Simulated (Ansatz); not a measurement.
# LiPd3, space group Pm-3m: relaxations under a series of pressures

Computed with Ansatz 0.2.0, Python API.

Run as a notebook:

```python
import warnings

import ansatz as az
import numpy as np
```

```python
FUNCTIONAL = 'r2scan'
FILLING = 'fermi_dirac'
WIDTH_EV = 0.1
K_LENGTH = 24
```

```python
def edges_and_angles(cell):
    cell = np.asarray(cell)
    a, b, c = np.linalg.norm(cell, axis=1)
    cosines = cell[1] @ cell[2] / (b * c), cell[0] @ cell[2] / (a * c), cell[0] @ cell[1] / (a * b)
    return (a, b, c, *np.degrees(np.arccos(cosines)))

warnings.simplefilter('ignore', az.DeckWarning)
```

```python
crystal = (
    az.Lattice.cubic(3.849997)
    .space_group(221)
    .atom('Li', (0.0, 0.0, 0.0))
    .atom('Pd', (0.0, 0.5, 0.5))
)

[site.symbol for site in crystal.resolved().sites]
```

    ['Li', 'Pd', 'Pd', 'Pd']

```python
calculation = (
    crystal.calculation()
    .functional(FUNCTIONAL)
    .pseudopotentials('paw')
    .occupations(FILLING, width=WIDTH_EV)
    .kpoints(length=K_LENGTH)
)
```

```python
rows = []
for pressure in [0, 10, 20, 30, 40]:
    res = calculation.relax(cell=True, pressure=pressure).run(threads=1, backend='cpu')
    cell = res.lattice.cell_ang
    n_atoms = len(res.lattice.sites)
    volume = abs(np.linalg.det(cell)) / n_atoms
    enthalpy = res.report['free_energy_ev'] / n_atoms + pressure * volume / 160.21766
    rows.append((pressure, volume, enthalpy, *edges_and_angles(cell)))
    print(f'{pressure} GPa done: {volume:.4f} A^3/atom')
```

    0 GPa done: 14.2576 A^3/atom
    10 GPa done: 13.3842 A^3/atom
    20 GPa done: 12.7538 A^3/atom
    30 GPa done: 12.2613 A^3/atom
    40 GPa done: 11.8576 A^3/atom

```python
print(' P (GPa)  V (A^3/atom)  H (eV/atom)     a       b       c')
for row in rows:
    print('{:8.1f} {:12.4f} {:14.5f} {:7.4f} {:7.4f} {:7.4f}'.format(*row[:6]))
p, v = np.array([row[0] for row in rows], float), np.array([row[1] for row in rows])
print('mean bulk modulus between rows (GPa):', np.round(-np.diff(p) / np.diff(np.log(v)), 1))
```

     P (GPa)  V (A^3/atom)  H (eV/atom)     a       b       c
         0.0      14.2576    -5290.86200  3.8492  3.8492  3.8492
        10.0      13.3842    -5290.00100  3.7689  3.7689  3.7689
        20.0      12.7538    -5289.18626  3.7088  3.7088  3.7088
        30.0      12.2613    -5288.40614  3.6604  3.6604  3.6604
        40.0      11.8576    -5287.65381  3.6198  3.6198  3.6198
    mean bulk modulus between rows (GPa): [158.2 207.3 253.9 298.7]

The volume falls from 14.26 Å³ an atom at 0 GPa to 11.86 at 40 GPa, by 16.8 %. Between 0 and 10 GPa, -V dP/dV is about 158 GPa, a mean over that step.

Caveats:
- Absolute energies stand on the zero of these potentials, so only differences at equal settings mean something.
- No spin polarisation was allowed.
- At a fixed pressure a relaxation lowers the enthalpy F + PV, while F alone can rise.
- For a metal this k-point mesh is coarse: on a finer one energies can move by several to tens of meV an atom and pressures by half a GPa or more, differences at one mesh by less.
- This cell is a computed structure, which may not be the phase found in nature.
- Symmetry holds the cell in this phase, whether or not it is the stable one at each pressure.
- Finished in 2 min on 1 thread of Arm Neoverse V2 (shared host), peak memory 0.55 GiB.
